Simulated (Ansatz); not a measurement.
# SbNH4: functionals against CCSD(T) at one geometry

The task here is to estimate one member of a computed series from the others.

Computed with Ansatz 0.2.0, Gaussian basis. Level: single points in def2-TZVPP.

Correlated methods freeze the cores. Filled d shells of the heavier atoms are correlated. Core potentials replace the inner electrons past krypton, and spin-orbit coupling is left out.

### The starting structure

6 atoms, charge 0, spin multiplicity 1.

Atoms are counted from 1 here; the program's logs count them from 0.

Bond lengths: N1–Sb2 2.157 Å, N1–H3 0.889 Å, N1–H4 1.234 Å, Sb2–H5 1.860 Å, Sb2–H6 1.968 Å. Angles: Sb2–N1–H3 98.9°, Sb2–N1–H4 90.6°, H3–N1–H4 101.1°, N1–Sb2–H5 76.0°, N1–Sb2–H6 89.3°, H5–Sb2–H6 97.6°.

Coordinates:

```mol
H4NSb
  3D, bonds by distance, orders not assigned

  6  5  0  0  0  0  0  0  0  0999 V2000
   -0.4275   -0.9361   -0.0742 N   0  0
    0.7580    0.8591    0.0771 Sb  0  0
    0.0424   -1.3587   -0.6995 H   0  0
    0.0907   -1.3808    0.9531 H   0  0
   -0.2461    1.1107   -1.4684 H   0  0
   -0.5490    1.5857    1.3561 H   0  0
  1  2  8  0
  1  3  8  0
  1  4  8  0
  2  5  8  0
  2  6  8  0
M  END
```

Set-up of the first run:

run/in.yaml

```yaml
crystal:
  periodic: [false, false, false]
  atoms:
    - {symbol: N, position_ang: [-0.427500, -0.936100, -0.074200]}
    - {symbol: Sb, position_ang: [0.758000, 0.859100, 0.077100]}
    - {symbol: H, position_ang: [0.042400, -1.358700, -0.699500]}
    - {symbol: H, position_ang: [0.090700, -1.380800, 0.953100]}
    - {symbol: H, position_ang: [-0.246100, 1.110700, -1.468400]}
    - {symbol: H, position_ang: [-0.549000, 1.585700, 1.356100]}
basis:
  gaussian: {orbitals: def2-TZVPP}
correlation: {method: ccsd_t}
output: {forces: true}
```

The command line of these runs was not kept.

Among the steps run: CCSD(T)/def2-TZVPP; PBE0-D4/def2-TZVPP; wB97M-V/def2-TZVPP; r2SCAN-D4/def2-TZVPP; PBE-D4/def2-TZVPP; B97M-V/def2-TZVPP; BLYP-D4/def2-TZVPP.

One table of the session follows, with a row left open; its other results are not shown here.

| method | RMS force component (eV/Å) | angle to CCSD(T) forces (°) | dipole (D) |
| --- | --- | --- | --- |
| CCSD(T) | 3.677 | reference | 2.31 |
| PBE0-D4 | 3.707 | 1.4 | 2.39 |
| wB97M-V | ? | ? | ? |
| r2SCAN-D4 | 3.665 | 0.9 | 2.34 |
| PBE-D4 | 3.664 | 3.6 | 2.32 |
| B97M-V | 3.615 | 1.9 | 2.59 |
| BLYP-D4 | 3.576 | 4.6 | 2.46 |

Q: Estimate the row for wB97M-V from the others.

**Answer.** RMS force component (eV/Å): 3.705; angle to CCSD(T) forces (°): 2.2; dipole (D): 2.52. In the column «RMS force component (eV/Å)» it lies between CCSD(T) (3.677) and PBE0-D4 (3.707).
